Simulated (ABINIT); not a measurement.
# AlSn (P-6m2) in ABINIT: settings compared, part 2 of 2

ABINIT 10.8.3 (patched build). Earlier steps stand in the parts before.

### Step 5. Relaxation of cell and atoms, PBE+D2

File run.abi:

```
# Pseudopotentials
pp_dirpath "./"
pseudos "Sn.GGA_PBE-JTH.xml, Al.GGA_PBE-JTH.xml"

# Structure
acell 3*1.0
rprim
     7.9332698559     0.0000000000     0.0000000000
    -3.9666349279     6.8704132302     0.0000000000
     0.0000000000     0.0000000000     6.2490351660
ntypat 2
znucl 50 13
natom 2
typat 1 2
xred
     0.3333333333     0.6666666667     0.5000000000
     0.0000000000     0.0000000000     0.0000000000
chkprim 0
chksymtnons 0
tolsym 1.0e-6

# Plane-wave basis
ecut 598.650497 eV
pawecutdg 44.0
pawxcdev 0

# k points
kptopt 1
ngkpt 7 7 8
nshiftk 1
shiftk 0.0 0.0 0.0

# Exchange and correlation
ixc 11
vdw_xc 5

# Bands and occupations
nband 13
occopt 3
tsmear 0.05 eV

# SCF cycle
nstep 100
tolvrs 1.0e-9

# Output
iomode 3
prtwf 0
prtden 0
prteig 0
prtebands 0
enunit 1

# Relaxation
ionmov 2
ntime 60
tolmxf 0.0001
optcell 2
dilatmx 1.08
ecutsm 0.5
```

Potentials or basis: JTH PAW PBE v2.0.

Command:

```sh
$ abinit run.abi > log 2>&1
```

run.abo:

```text
.Version 10.8.3 of ABINIT
 Symmetries : space group P-6 m 2 (#187); Bravais hP (primitive hexag.)
================================================================================
 Values of the parameters that define the memory need of the present run
     intxc =       0    ionmov =       2      iscf =      17    lmnmax =      18
     lnmax =       6     mgfft =      40  mpssoang =       3    mqgrid =    3001
     natom =       2  nloc_mem =       2    nspden =       1   nspinor =       1
    nsppol =       1      nsym =      12    n1xccc =       1    ntypat =       2
    occopt =       3   xclevel =       2
       mpw =        2136          nfft =       48000          nkpt =          40
 PAW method is used; the additional fine FFT grid is defined by:
   mgfftf=        54    nfftf =    131220
================================================================================
================================================================================

--------------------------------------------------------------------------------
------------- Echo of variables that govern the present computation ------------
--------------------------------------------------------------------------------
 -outvars: echo values of preprocessed input variables --------
            acell      1.0000000000E+00  1.0000000000E+00  1.0000000000E+00 Bohr
              amu      1.18710000E+02  2.69815390E+01
          chkprim           0
      chksymtnons           0
          dilatmx      1.08000000E+00
             ecut      2.20000000E+01 Hartree
           ecutsm      5.00000000E-01 Hartree
           enunit           1
           ionmov           2
              ixc          11
         kptrlatt        7    0    0      0    7    0      0    0    8
          kptrlen      4.99922813E+01
            natom           2
            nband          13
            ngfft          40      40      30
          ngfftdg          54      54      45
             nkpt          40
            nstep         100
             nsym          12
            ntime          60
           ntypat           2
           occopt           3
          optcell           2
        pawecutdg      4.40000000E+01 Hartree
         pawxcdev           0
           prtden           0
        prtebands           0
           prteig           0
            prtwf           0
            rprim      7.9332698559E+00  0.0000000000E+00  0.0000000000E+00
                      -3.9666349279E+00  6.8704132302E+00  0.0000000000E+00
                       0.0000000000E+00  0.0000000000E+00  6.2490351660E+00
          spgroup         187
           tolmxf      1.00000000E-04
           tolsym      1.00000000E-06
           tolvrs      1.00000000E-09
           tsmear      1.83746611E-03 Hartree
            typat      1  2
           useylm           1
           vdw_xc           5
           xangst     -1.9226708148E-10  2.4237774057E+00  1.6534234989E+00
                      -2.0990553105E-10  1.2118874576E-10  0.0000000000E+00
            xcart     -3.6333212702E-10  4.5802754870E+00  3.1245175830E+00
                      -3.9666396600E-10  2.2901353903E-10  0.0000000000E+00
             xred      3.3333333330E-01  6.6666666670E-01  5.0000000000E-01
                      -3.3333410106E-11  3.3333299084E-11  0.0000000000E+00
            znucl       50.00000   13.00000

================================================================================

 chkinp: Checking input parameters for consistency.

================================================================================
== DATASET  1 ==================================================================

--- !DatasetInfo
iteration_state: {dtset: 1, }
dimensions: {natom: 2, nkpt: 40, mband: 13, nsppol: 1, nspinor: 1, nspden: 1, mpw: 2136, }
cutoff_energies: {ecut:  22.0, pawecutdg:  44.0, }
electrons: {nelect:   1.70000000E+01, charge:   0.00000000E+00, occopt:   3.00000000E+00, tsmear:   1.83746611E-03, }
meta: {optdriver: 0, ionmov: 2, optcell: 2, iscf: 17, paral_kgb: 0, }
[... 47 lines left out ...]

--- Iteration: ( 1/60) Internal Cycle: (1/1)
--------------------------------------------------------------------------------

---SELF-CONSISTENT-FIELD CONVERGENCE--------------------------------------------
[... 765 lines left out ...]
 Difference of energy with previous step (new-old):
           Absolute (Ha)=-9.42414E-08
           Relative     =-1.31201E-09

 At Broyd/MD step   8, gradients are converged :
  max grad (force/stress) = 3.1277E-05 < tolmxf= 1.0000E-04 ha/bohr (free atoms)

================================================================================

 ----iterations are completed or convergence reached----

 Mean square residual over all n,k,spin=   93.498E-14; max=  18.228E-11
 reduced coordinates (array xred) for    2 atoms
       0.333333333300      0.666666666700      0.500000000000
      -0.000000000033      0.000000000033      0.000000000000
 rms dE/dt=  1.0993E-28; max dE/dt=  2.6926E-28; dE/dt below (all hartree)
    1       0.000000000000      0.000000000000      0.000000000000
    2       0.000000000000      0.000000000000      0.000000000000

 cartesian coordinates (angstrom) at end:
    1     -0.00000000018716     2.35944093623385     1.67394984909618
    2     -0.00000000020433     0.00000000011797     0.00000000000000

 cartesian forces (hartree/bohr) at end:
    1      0.00000000000000     0.00000000000000    -0.00000000000000
    2     -0.00000000000000    -0.00000000000000    -0.00000000000000
 frms,max,avg= 1.1622225E-29 1.7433337E-29   0.000E+00  0.000E+00  0.000E+00 h/b

 cartesian forces (eV/Angstrom) at end:
    1      0.00000000000000     0.00000000000000    -0.00000000000000
    2     -0.00000000000000    -0.00000000000000    -0.00000000000000
 frms,max,avg= 5.9763883E-28 8.9645825E-28   0.000E+00  0.000E+00  0.000E+00 e/A
 length scales=  7.722690050581  7.722690050483  6.326613526593 bohr
              =  4.086671578862  4.086671578811  3.347899698192 angstroms
 Fermi (or HOMO) energy (eV) =   6.27280   Average Vxc (eV)=  -9.59928
 Eigenvalues (   eV  ) for nkpt=  40  k points:
 kpt#   1, nband= 13, wtk=  0.00255, kpt=  0.0000  0.0000  0.0000 (reduced coord)
 -15.11733  -15.01610  -15.01610  -15.00246  -15.00246   -4.42658    6.31607    6.31607
   7.59066    8.28558    9.65582    9.65582   11.02307
 prteigrs : prtvol=0 or 1, do not print more k-points.

--- !EnergyTerms
iteration_state     : {dtset: 1, itime: 8, icycle: 1, }
comment             : Components of total free energy in Hartree
kinetic             :  1.24920401352856E+01
hartree             :  2.88222894258864E+01
xc                  : -7.91805552958923E+00
Ewald energy        : -4.65518604489524E+01
psp_core            :  1.14814351045752E+00
local_psp           : -7.61393123610876E+01
PAW spherical_terms :  1.63431295846275E+01
VdWaals_dft_d       : -2.58493468351954E-02
internal            : -7.18294750302075E+01
'-kT*entropy'       : -2.07025191299413E-04
total_energy        : -7.18296820553988E+01
total_energy_eV     : -1.95458522233547E+03
...

--- !EnergyTermsDC
iteration_state     : {dtset: 1, itime: 8, icycle: 1, }
comment             : '"Double-counting" decomposition of free energy'
band_energy         : -5.02946697412680E+00
Ewald energy        : -4.65518604489524E+01
psp_core            :  1.14814351045752E+00
xc_dc               : -3.11065601503091E+01
PAW spherical_terms :  9.73611571838052E+00
VdWaals_dft_d       : -2.58493468351954E-02
internal            : -7.18294776913854E+01
'-kT*entropy'       : -2.07025191299413E-04
total_energy_dc     : -7.18296847165768E+01
total_energy_dc_eV  : -1.95458529474981E+03
...

--- !EnergyTermsWithPAWCore
iteration_state     : {dtset: 1, itime: 8, icycle: 1, }
comment             : 'Components of total free energy, including PAW core contributions'
Total energy        : -6.42017161104508E+03
Total energy DC     : -6.42017161370626E+03
Total energy (eV)   : -1.74701769473630E+05
Total energy DC (eV): -1.74701769546044E+05
...

 Cartesian components of stress tensor (hartree/bohr^3)
  sigma(1 1)=  3.12766177E-07  sigma(3 2)=  0.00000000E+00
  sigma(2 2)=  3.12766266E-07  sigma(3 1)=  0.00000000E+00
  sigma(3 3)=  6.09692211E-08  sigma(2 1)= -2.55735717E-14

-Cartesian components of stress tensor (GPa)         [Pressure= -6.7325E-03 GPa]
- sigma(1 1)=  9.20189863E-03  sigma(3 2)=  0.00000000E+00
- sigma(2 2)=  9.20190124E-03  sigma(3 1)=  0.00000000E+00
- sigma(3 3)=  1.79377641E-03  sigma(2 1)= -7.52400455E-10

== END DATASET(S) ==============================================================
================================================================================

 -outvars: echo values of variables after computation  --------
            acell      7.7226900506E+00  7.7226900505E+00  6.3266135266E+00 Bohr
           etotal     -7.1829684717E+01
            fcart      1.7433337383E-29  1.0065142031E-29 -0.0000000000E+00
                      -1.7433337383E-29 -1.0065142031E-29 -0.0000000000E+00
            rprim      1.0000000000E+00  0.0000000000E+00  0.0000000000E+00
                      -5.0000000000E-01  8.6602540378E-01  0.0000000000E+00
                       0.0000000000E+00  0.0000000000E+00  1.0000000000E+00
           strten      3.1276617745E-07  3.1276626615E-07  6.0969221097E-08
                       0.0000000000E+00  0.0000000000E+00 -2.5573571654E-14
           xangst     -1.8716318943E-10  2.3594409362E+00  1.6739498491E+00
                      -2.0433382270E-10  1.1797192559E-10  0.0000000000E+00
             xred      3.3333333330E-01  6.6666666670E-01  5.0000000000E-01
                      -3.3333410106E-11  3.3333299084E-11  0.0000000000E+00
 Calculation completed.
```

Run time: 2.3 min. Hardware: 1 thread of Intel Xeon 6975P-C (Granite Rapids), shared host; peak memory 0.15 GiB.

What came out:

```yaml
Free_energy: -1954.5853 eV
Relaxed_volume: 24.21 Å³/atom
Relaxed_cell: a = 4.087 Å, b = 4.087 Å, c = 3.348 Å, α = 90.00°, β = 90.00°, γ = 120.00°
Space_group_after_relaxing_to_0.05_Å: P-6m2 (No. 187)
Energy_gained_by_relaxing: 11.8 meV/atom
Ionic_steps: 8
Pressure_after_relaxing: 0.0 GPa
Band_gap_on_the_k_mesh: none (metal or under the smearing width)
Valence_electrons_inside_the_program's_atomic_spheres: Sn 11.98; Al 0.72
```

The path:
| step | energy change (eV) | largest force (eV/Å) | pressure (GPa) | volume (Å³) |
| --- | --- | --- | --- | --- |
| 1 | 0.0000 | 0.0000 | -1.55 | 50.47 |
| 2 | -0.0045 | 0.0000 | -1.38 | 50.23 |
| 3 | -0.0227 | 0.0000 | 0.52 | 47.96 |
| 4 | -0.0232 | 0.0000 | 0.25 | 48.24 |
| 5 | -0.0233 | 0.0000 | 0.15 | 48.32 |
| 6 | -0.0235 | 0.0000 | -0.01 | 48.45 |
| 7 | -0.0235 | 0.0000 | -0.02 | 48.45 |
| 8 | -0.0235 | 0.0000 | -0.01 | 48.42 |

Final structure:
```
Sn Al
1.0
     4.08667    0.00000    0.00000
    -2.04334    3.53916    0.00000
     0.00000    0.00000    3.34790
Sn Al
1 1
Direct
  0.33333 0.66667 0.50000
  0.00000 0.00000 0.00000
```

Levels at points of the mesh, in eV from the Fermi level:
| k point | band 4 | band 5 | band 6 | band 7 | band 8 | band 9 | band 10 | band 11 | band 12 | band 13 |
| --- | --- | --- | --- | --- | --- | --- | --- | --- | --- | --- |
| (0.00, 0.00, 0.00) | -21.28 | -21.28 | -10.70 | 0.04 | 0.04 | 1.32 | 2.01 | 3.38 | 3.38 | 4.75 |
| (0.00, 0.00, 0.50) | -21.28 | -21.23 | -7.77 | -6.54 | 2.92 | 2.92 | 3.76 | 3.76 | 4.29 | 4.67 |

Caveat: pairwise dispersion overbinds metals, which lowers pressure and volume.

### Step 6. Summary

```csv
level,gap on the mesh (eV),pressure (GPa),relaxed volume (Å³/atom)
PBE,none,0.0,25.34
PBE+D3,none,0.0,24.75
PBE+D3(BJ),none,0.0,24.32
PBE+D2,none,0.0,24.21
```

Alike in all rows: task relaxation of cell and atoms; potentials or basis JTH PAW PBE v2.0; no spin polarisation; cell relaxed; k mesh 7 × 7 × 8; cutoff (eV) 599; smearing fermi-dirac 0.05 eV.

Caveats: pairwise dispersion overbinds metals, which lowers pressure and volume (some runs).

Absolute energies hang on the potentials; compare differences alone.
